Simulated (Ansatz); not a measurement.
# C2H4ClNOSi: a ladder of functionals and wavefunction methods

Aim: compute C2H4ClNOSi with functionals from several rungs and with coupled cluster. The yardstick is the atomisation energy at the CCSD(T) limit.

Program: Ansatz 0.2.0, Gaussian basis. Level of theory: functionals in def2-TZVPP, the program's frozen cores in correlated methods. These are calculated values, not measurements.

Plan: PBE-D4, r2SCAN-D4, PBE0-D4, B3LYP-D4, ωB97X-V, ωB97M-V, B2PLYP; CCSD(T)/def2-TZVPP; MP2/def2-QZVPP; extrapolation to the limit.

## Step 1: Structure used throughout

An earlier PBE0-D4 in a triple-zeta def2 set relaxation fixed the geometry.

10 atoms, charge 0, spin multiplicity 1.

Atoms are counted from 1 here; the program's logs count them from 0.

Bond lengths: N1–Si2 1.688 Å, N1–H7 1.005 Å, N1–H8 1.004 Å, Si2–Cl3 2.051 Å, Si2–C4 1.778 Å, Si2–C5 1.784 Å, C4–C5 1.358 Å, C4–H9 1.086 Å, C5–O6 1.331 Å, O6–H10 0.967 Å. Angles: Si2–N1–H7 122.4°, Si2–N1–H8 122.5°, H7–N1–H8 114.1°, N1–Si2–Cl3 104.0°, N1–Si2–C4 126.0°, N1–Si2–C5 128.1°, Cl3–Si2–C4 123.2°, Cl3–Si2–C5 121.4°, C4–Si2–C5 44.8°, Si2–C4–C5 67.8°, Si2–C4–H9 157.5°, C5–C4–H9 134.6°, Si2–C5–C4 67.3°, Si2–C5–O6 156.6°, C4–C5–O6 136.1°, C5–O6–H10 109.4°.

## Step 2: PBE-D4 (GGA)

in.yaml

```yaml
crystal:
  periodic: [false, false, false]
  atoms:
    - {symbol: N, position_ang: [-0.579628, -1.939066, -0.017250]}
    - {symbol: Si, position_ang: [-0.022265, -0.460398, 0.577378]}
    - {symbol: Cl, position_ang: [-0.163212, -0.657990, 2.614258]}
    - {symbol: C, position_ang: [1.154977, 0.608706, -0.217953]}
    - {symbol: C, position_ang: [-0.094468, 1.139935, -0.208583]}
    - {symbol: O, position_ang: [-0.663897, 2.258721, -0.650908]}
    - {symbol: H, position_ang: [-0.640841, -2.135996, -1.000945]}
    - {symbol: H, position_ang: [-1.034010, -2.619215, 0.565794]}
    - {symbol: H, position_ang: [2.120207, 0.936844, -0.590988]}
    - {symbol: H, position_ang: [0.006236, 2.817159, -1.067904]}
basis:
  gaussian: {orbitals: def2-TZVPP}
hamiltonian: {xc: pbe, dispersion: d4}
output: {forces: true, orbitals: {seedname: orbitals}}
```

On the command line:

```bash
> ansatz run in.yaml --threads 4 --pin off --events-out ev --progress --plain --max-ram 10444MiB
```

Further steps of the session: r2SCAN-D4 (meta-GGA); PBE0-D4 (hybrid); B3LYP-D4 (hybrid); ωB97X-V (range-separated); ωB97M-V (range-separated); B2PLYP (double hybrid); CCSD(T) in def2-TZVPP; MP2 in def2-QZVPP.

Before running them: what should the planned runs give, taken together? Wanted: atomisation energy, CCSD(T)/CBS; farthest; mean size of error, hybrid; mean size of error, range-separated; gap, smallest and largest; T1 diagnostic; triples share of the correlation energy.

As calculated:

| quantity | value |
| --- | --- |
| atomisation energy, CCSD(T)/CBS | 3922.9 kJ/mol |
| functionals within 19.6 kJ/mol (0.5 %) | B3LYP-D4, ωB97X-V |
| farthest | PBE-D4 (+139.5 kJ/mol) |
| mean size of error, hybrid | 21.5 kJ/mol |
| mean size of error, range-separated | 23.7 kJ/mol |
| gap, smallest and largest | 5.34 eV (PBE-D4), 12.21 eV (ωB97X-V) |
| T1 diagnostic | 0.0119 |
| triples share of the correlation energy | 4.3 % |

What this shows: PBE-D4 is off by +139.5 kJ/mol. Double hybrids carry the basis error of their MP2 part in triple zeta, and no dispersion term here, so their miss is partly the set-up's. Misses under about 19.6 kJ/mol are within the doubt on the reference itself, which lacks core-valence correlation, relativity and higher excitations. Hartree-Fock recovers 68 % of the binding; the rest is correlation. Orbital gaps span 5.3 to 12.2 eV; exact exchange widens them.
